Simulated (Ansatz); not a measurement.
# Al2Cu: a frozen normal mode

This session takes Al2Cu and sets out to freeze in mode 18 at growing amplitude.

Program: Ansatz 0.2.0. Level of theory: DFT r2SCAN, scalar-relativistic, plane waves, PAW. These are calculated values, not measurements.

2 further runs of the same task are left out: 2 set aside as unsound or not needed. Runs told in other sessions of the task aren't counted.

### Step 1. The structure to begin with

It takes space group P4/mmm (No. 123, tetragonal). Conventional cell: a = 4.088 Å, b = 4.088 Å, c = 2.851 Å, α = 90.00°, β = 90.00°, γ = 90.00°. Around Al (site symmetry mmm) lie 4 Cu at 2.49 Å and 6 Al at 2.85 to 2.89 Å. Cu (site symmetry 4/mmm) is surrounded by 8 Al at 2.49 Å and 2 Cu at 2.85 Å.

As a file:

```
CELL_PARAMETERS angstrom
4.08803 0.00000 0.00000
0.00000 4.08803 2.85133
0.00000 -4.08803 2.85133
ATOMIC_POSITIONS crystal
Al 0.50000 0.75000 0.75000
Al 0.50000 0.25000 0.25000
Al 0.00000 0.50000 0.00000
Al 0.00000 0.00000 0.50000
Cu 0.00000 0.50000 0.50000
Cu 0.00000 0.00000 0.00000
```

It goes back to an entry of the Materials Project, which need not be the stable form.

It is built from the cell relaxed beforehand with the same method (15.88 Å³/atom).

### Step 2. Zero of energy

The cell is repeated 2 times, 6 atoms in all. Reference values: F = -15424.3708 eV; pressure 0.04 GPa; largest force 0.000 eV/Å; gap on the mesh none (metal). It was computed beforehand with the settings of the runs below.

### Step 3. Setting up a frozen normal mode

Mode 18 of the phonon run on this cell, counted from the lowest, is frozen in: each atom moves by x times its row below, so x is the largest displacement.

```
atom     ux      uy      uz
 Al1  0.000   0.000   0.000
 Al2  0.000   0.000   0.000
 Al3  0.000  -1.000   0.000
 Al4  0.000   1.000   0.000
 Cu5  0.000   0.000  -0.271
 Cu6  0.000   0.000   0.271
```

### Step 4. At x = -0.200 Å

Contents of input.yaml:

```yaml
crystal:
  lattice:
    - [4.0880282815, 0.0, 0.0]
    - [0.0, 4.0880282815, 2.8513253939]
    - [0.0, -4.0880282815, 2.8513253939]
  atoms:
    - { symbol: Al, position: [0.5, 0.75, 0.75] }
    - { symbol: Al, position: [0.5, 0.25, 0.25] }
    - { symbol: Al, position: [0.0, 0.5244616703, -0.0244616703] }
    - { symbol: Al, position: [0.0, -0.0244616703, 0.5244616703] }
    - { symbol: Cu, position: [0.0, 0.5094909945, 0.5094909945] }
    - { symbol: Cu, position: [0.0, -0.0094909945, -0.0094909945] }
basis:
  ecutwfc: 500
kpoints:
  mp_grid: { grid: [12, 10, 10] }
hamiltonian:
  xc: r2scan
scf:
  occupations: { method: gaussian, width: 0.15 }
output:
  forces: true
  stress: true
  eigenvalues: true
```

Run with:

```sh
> ansatz run input.yaml --threads 2 --pin off --max-ram 5120MiB --backend cpu --events-out ev --progress --plain --runs-dir out
```

### Step 5. At x = 0.150 Å

Contents of input.yaml:

```yaml
crystal:
  lattice:
    - [4.0880282815, 0.0, 0.0]
    - [0.0, 4.0880282815, 2.8513253939]
    - [0.0, -4.0880282815, 2.8513253939]
  atoms:
    - { symbol: Al, position: [0.5, 0.75, 0.75] }
    - { symbol: Al, position: [0.5, 0.25, 0.25] }
    - { symbol: Al, position: [0.0, 0.4816537473, 0.0183462527] }
    - { symbol: Al, position: [0.0, 0.0183462527, 0.4816537473] }
    - { symbol: Cu, position: [0.0, 0.4928817541, 0.4928817541] }
    - { symbol: Cu, position: [0.0, 0.0071182459, 0.0071182459] }
basis:
  ecutwfc: 500
kpoints:
  mp_grid: { grid: [12, 10, 10] }
hamiltonian:
  xc: r2scan
scf:
  occupations: { method: gaussian, width: 0.15 }
output:
  forces: true
  stress: true
  eigenvalues: true
```

### Step 6. x = -0.100 Å

Contents of input.yaml:

```yaml
crystal:
  lattice:
    - [4.0880282815, 0.0, 0.0]
    - [0.0, 4.0880282815, 2.8513253939]
    - [0.0, -4.0880282815, 2.8513253939]
  atoms:
    - { symbol: Al, position: [0.5, 0.75, 0.75] }
    - { symbol: Al, position: [0.5, 0.25, 0.25] }
    - { symbol: Al, position: [0.0, 0.5122308352, -0.0122308352] }
    - { symbol: Al, position: [0.0, -0.0122308352, 0.5122308352] }
    - { symbol: Cu, position: [0.0, 0.5047454973, 0.5047454973] }
    - { symbol: Cu, position: [0.0, -0.0047454973, -0.0047454973] }
basis:
  ecutwfc: 500
kpoints:
  mp_grid: { grid: [12, 10, 10] }
hamiltonian:
  xc: r2scan
scf:
  occupations: { method: gaussian, width: 0.15 }
output:
  forces: true
  stress: true
  eigenvalues: true
```

### Step 7. At x = 0.050 Å

Contents of input.yaml:

```yaml
crystal:
  lattice:
    - [4.0880282815, 0.0, 0.0]
    - [0.0, 4.0880282815, 2.8513253939]
    - [0.0, -4.0880282815, 2.8513253939]
  atoms:
    - { symbol: Al, position: [0.5, 0.75, 0.75] }
    - { symbol: Al, position: [0.5, 0.25, 0.25] }
    - { symbol: Al, position: [0.0, 0.4938845824, 0.0061154176] }
    - { symbol: Al, position: [0.0, 0.0061154176, 0.4938845824] }
    - { symbol: Cu, position: [0.0, 0.4976272514, 0.4976272514] }
    - { symbol: Cu, position: [0.0, 0.0023727486, 0.0023727486] }
basis:
  ecutwfc: 500
kpoints:
  mp_grid: { grid: [12, 10, 10] }
hamiltonian:
  xc: r2scan
scf:
  occupations: { method: gaussian, width: 0.15 }
output:
  forces: true
  stress: true
  eigenvalues: true
  write_density: true
  write_potential: true
  elf: true
  volumetric_format: npy
```

### Step 8. Point x = 0.175 Å

Contents of input.yaml:

```yaml
crystal:
  lattice:
    - [4.0880282815, 0.0, 0.0]
    - [0.0, 4.0880282815, 2.8513253939]
    - [0.0, -4.0880282815, 2.8513253939]
  atoms:
    - { symbol: Al, position: [0.5, 0.75, 0.75] }
    - { symbol: Al, position: [0.5, 0.25, 0.25] }
    - { symbol: Al, position: [0.0, 0.4785960385, 0.0214039615] }
    - { symbol: Al, position: [0.0, 0.0214039615, 0.4785960385] }
    - { symbol: Cu, position: [0.0, 0.4916953798, 0.4916953798] }
    - { symbol: Cu, position: [0.0, 0.0083046202, 0.0083046202] }
basis:
  ecutwfc: 500
kpoints:
  mp_grid: { grid: [12, 10, 10] }
hamiltonian:
  xc: r2scan
scf:
  occupations: { method: gaussian, width: 0.15 }
output:
  forces: true
  stress: true
  eigenvalues: true
```

### Step 9. Point x = 0.125 Å

Contents of input.yaml:

```yaml
crystal:
  lattice:
    - [4.0880282815, 0.0, 0.0]
    - [0.0, 4.0880282815, 2.8513253939]
    - [0.0, -4.0880282815, 2.8513253939]
  atoms:
    - { symbol: Al, position: [0.5, 0.75, 0.75] }
    - { symbol: Al, position: [0.5, 0.25, 0.25] }
    - { symbol: Al, position: [0.0, 0.4847114561, 0.0152885439] }
    - { symbol: Al, position: [0.0, 0.0152885439, 0.4847114561] }
    - { symbol: Cu, position: [0.0, 0.4940681284, 0.4940681284] }
    - { symbol: Cu, position: [0.0, 0.0059318716, 0.0059318716] }
basis:
  ecutwfc: 500
kpoints:
  mp_grid: { grid: [12, 10, 10] }
hamiltonian:
  xc: r2scan
scf:
  occupations: { method: gaussian, width: 0.15 }
output:
  forces: true
  stress: true
  eigenvalues: true
```

### Step 10. x = 0.075 Å

Contents of input.yaml:

```yaml
crystal:
  lattice:
    - [4.0880282815, 0.0, 0.0]
    - [0.0, 4.0880282815, 2.8513253939]
    - [0.0, -4.0880282815, 2.8513253939]
  atoms:
    - { symbol: Al, position: [0.5, 0.75, 0.75] }
    - { symbol: Al, position: [0.5, 0.25, 0.25] }
    - { symbol: Al, position: [0.0, 0.4908268736, 0.0091731264] }
    - { symbol: Al, position: [0.0, 0.0091731264, 0.4908268736] }
    - { symbol: Cu, position: [0.0, 0.4964408771, 0.4964408771] }
    - { symbol: Cu, position: [0.0, 0.0035591229, 0.0035591229] }
basis:
  ecutwfc: 500
kpoints:
  mp_grid: { grid: [12, 10, 10] }
hamiltonian:
  xc: r2scan
scf:
  occupations: { method: gaussian, width: 0.15 }
output:
  forces: true
  stress: true
  eigenvalues: true
```

### Step 11. x = 0.025 Å

Contents of input.yaml:

```yaml
crystal:
  lattice:
    - [4.0880282815, 0.0, 0.0]
    - [0.0, 4.0880282815, 2.8513253939]
    - [0.0, -4.0880282815, 2.8513253939]
  atoms:
    - { symbol: Al, position: [0.5, 0.75, 0.75] }
    - { symbol: Al, position: [0.5, 0.25, 0.25] }
    - { symbol: Al, position: [0.0, 0.4969422912, 0.0030577088] }
    - { symbol: Al, position: [0.0, 0.0030577088, 0.4969422912] }
    - { symbol: Cu, position: [0.0, 0.4988136257, 0.4988136257] }
    - { symbol: Cu, position: [0.0, 0.0011863743, 0.0011863743] }
basis:
  ecutwfc: 500
kpoints:
  mp_grid: { grid: [12, 10, 10] }
hamiltonian:
  xc: r2scan
scf:
  occupations: { method: gaussian, width: 0.15 }
output:
  forces: true
  stress: true
  eigenvalues: true
```

(Steps that only read results are left out.)

**Question.** What will these runs give? Wanted: harmonic wavenumber of the mode.

As calculated:

| quantity | value |
| --- | --- |
| harmonic wavenumber of the mode | 358 cm⁻¹ |
| the same from the force at an amplitude of 0.025 Å | 358 cm⁻¹ |

The force at the smallest amplitude gives 358 cm⁻¹ against 358 cm⁻¹ from the phonon run, so the curve is close to a parabola there. No sampled point lies below the undisturbed cell.
